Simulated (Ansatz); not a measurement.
This script drives Ansatz 0.2.0 through its Python package.

`field_ch3clmgs.py`:
```python
'''Response of CH3ClMgS to a pair of distant point charges.'''

import ansatz
import numpy as np

BASIS = 'def2-SVPD'
FUNCTIONAL = 'B3LYP'
VDW = 'd3bj'

GEOMETRY = '''
C    -0.37220    1.09940   -0.04360
S     0.64420    0.55680    1.28730
Mg    0.72940   -1.67640    0.31850
Cl    0.94630   -3.84800   -0.60490
H    -1.35320    0.53960   -0.08830
H    -0.66760    2.22950    0.10540
H     0.13420    1.03100   -1.02020
'''

molecule = ansatz.Crystal.molecule()
for line in GEOMETRY.strip().splitlines():
    symbol, *xyz = line.split()
    molecule = molecule.atom(symbol, [float(v) for v in xyz])

base = (
    molecule.calculation()
    .basis(gaussian=BASIS)
    .functional(FUNCTIONAL, dispersion=VDW)
    .forces()
)
# charges +q and -q at -R and +R make a nearly even field 2 k q / R^2 at the centre
centre = np.mean([site.position_ang for site in molecule.cartesian_sites], axis=0)
field = 2 * 14.399645 * 3.0 / 25.0 ** 2


def dipole(axis, sign):
    arm = 25.0 * np.eye(3)[axis]
    pair = [{'charge': sign * 3.0, 'position_ang': (centre - arm).tolist()}, {'charge': -sign * 3.0, 'position_ang': (centre + arm).tolist()}]
    deck = base.input().set(ansatz.key.basis.gaussian.point_charges, pair)
    return np.array(ansatz.Session.from_dict(deck).plan().execute().report['charge_distribution']['dipole_moment_e_ang'])


print(f'field {field:.4f} V/A')
alpha = np.array([(dipole(axis, 1) - dipole(axis, -1)) / (2 * field) * 14.399645 for axis in range(3)])
print('polarisability tensor (A^3)')
print(np.array2string(alpha, precision=3, suppress_small=True))
print(f'mean {np.trace(alpha) / 3:.3f} A^3 = {np.trace(alpha) / 3 / 0.14818471:.2f} bohr^3')
```

It is started by `python field_ch3clmgs.py`. How long does it take on 1 thread of Arm Neoverse V2 (shared host), and how much memory does it need?

It took about 29 s, with a peak of 0.32 GiB, for 6 runs of the engine.

```console
$ python field_ch3clmgs.py
field 0.1382 V/A
polarisability tensor (A^3)
[[ 9.841 -1.075  0.179]
 [-1.13  15.523  1.188]
 [ 0.167  1.132 10.215]]
mean 11.860 A^3 = 80.03 bohr^3
```

The geometry is a force-field or estimated start, not a minimum of this method, and the basis set is short of its limit. The field of two point charges is only nearly even. b3lyp holds the VWN-RPA fit, as in Gaussian; the form of ORCA and Turbomole is b3lyp5.
